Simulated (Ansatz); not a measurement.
# AlGa3As4: the cost of one run

Computed with Ansatz 0.2.0 (DFT PBEsol, scalar-relativistic, plane waves, PAW, unless a step's input says otherwise).

That is the level of the relaxation; later steps name their own.

1 further run of the same task is left out (set aside as unsound or not needed).

## 1. The system as given

The structure is orthorhombic, space group Amm2 (No. 38). Conventional cell: a = 4.005 Å, b = 8.008 Å, c = 11.323 Å, α = 90.00°, β = 90.00°, γ = 90.00°. Al (site symmetry mm2) has 4 As at 2.45 Å as nearest neighbours. Around Ga (site symmetry m) lie 4 As at 2.45 Å. Ga (site symmetry mm2) is surrounded by 4 As at 2.45 Å. As (site symmetry m) has 3 Ga at 2.45 Å and 1 Al at 2.45 Å as nearest neighbours. As (site symmetry mm2) has 4 Ga at 2.45 Å as nearest neighbours. As (site symmetry mm2) is surrounded by 2 Al at 2.45 Å and 2 Ga at 2.45 Å.

Coordinates:

```cif
data_structure
_symmetry_space_group_name_H-M 'P 1'
_symmetry_Int_Tables_number 1
_cell_length_a 8.0096
_cell_length_b 8.0079
_cell_length_c 8.0079
_cell_angle_alpha 60.004
_cell_angle_beta 59.993
_cell_angle_gamma 59.993
_cell_volume 363.16
loop_
_atom_site_label
_atom_site_type_symbol
_atom_site_fract_x
_atom_site_fract_y
_atom_site_fract_z
_atom_site_occupancy
Al1 Al 0.00032 0.99968 0.99968 1
Al2 Al 0.50032 0.99968 0.99968 1
Ga1 Ga 0.00000 0.50032 0.99968 1
Ga2 Ga 0.00000 0.99968 0.50032 1
Ga3 Ga 0.50000 0.50032 0.99968 1
Ga4 Ga 0.50000 0.99968 0.50032 1
Ga5 Ga 0.99978 0.50022 0.50022 1
Ga6 Ga 0.49978 0.50022 0.50022 1
As1 As 0.87500 0.87513 0.37487 1
As2 As 0.37500 0.87513 0.37487 1
As3 As 0.87497 0.37503 0.37503 1
As4 As 0.87493 0.87507 0.87507 1
As5 As 0.37497 0.37503 0.37503 1
As6 As 0.37493 0.87507 0.87507 1
As7 As 0.87500 0.37487 0.87513 1
As8 As 0.37500 0.37487 0.87513 1
```

This cell was relaxed beforehand with the same method: volume 22.70 Å³/atom, gap on the mesh 0.65 eV.

## 2. Band edges over the whole zone

The input, input.yaml:

```yaml
crystal:
  lattice:
    - [-5.6636482603, 5.6636482603, 0.0]
    - [-5.6631988564, 0.0004494039, 5.6616378688]
    - [-0.0004494039, 5.6631988564, 5.6616378688]
  atoms:
    - { symbol: Al, position: [0.000324679, -0.000324679, -0.000324679] }
    - { symbol: Al, position: [0.500324679, -0.000324679, -0.000324679] }
    - { symbol: Ga, position: [-2.8757e-06, 0.5003214466, -0.0003156951] }
    - { symbol: Ga, position: [-2.8757e-06, -0.0003156951, 0.5003214466] }
    - { symbol: Ga, position: [0.4999971243, 0.5003214466, -0.0003156951] }
    - { symbol: Ga, position: [0.4999971243, -0.0003156951, 0.5003214466] }
    - { symbol: Ga, position: [-0.0002193114, 0.5002193114, 0.5002193114] }
    - { symbol: Ga, position: [0.4997806886, 0.5002193114, 0.5002193114] }
    - { symbol: As, position: [0.875000682, 0.875129393, 0.3748692431] }
    - { symbol: As, position: [0.375000682, 0.875129393, 0.3748692431] }
    - { symbol: As, position: [0.8749701442, 0.3750298558, 0.3750298558] }
    - { symbol: As, position: [0.8749288757, 0.8750711243, 0.8750711243] }
    - { symbol: As, position: [0.3749701442, 0.3750298558, 0.3750298558] }
    - { symbol: As, position: [0.3749288757, 0.8750711243, 0.8750711243] }
    - { symbol: As, position: [0.875000682, 0.3748692431, 0.875129393] }
    - { symbol: As, position: [0.375000682, 0.3748692431, 0.875129393] }
basis:
  ecutwfc: 420
kpoints:
  mp_grid: { grid: [4, 4, 4] }
  band_path: { path: [VBM, CBM], npoints: 2 }
hamiltonian:
  xc: pbesol
scf:
  occupations: { method: gaussian, width: 0.02 }
output:
  forces: true
  stress: true
  eigenvalues: true
```

On the command line:

```bash
ansatz run input.yaml --threads 4 --pin off --max-ram 10240MiB --backend cpu --events-out ev --progress --plain --runs-dir out
```

What time and memory should one allow on 4 threads of Intel Xeon at 2.50GHz (Skylake/Cascade Lake), shared host?

About 7.4 min, with a peak of 2.1 GiB.
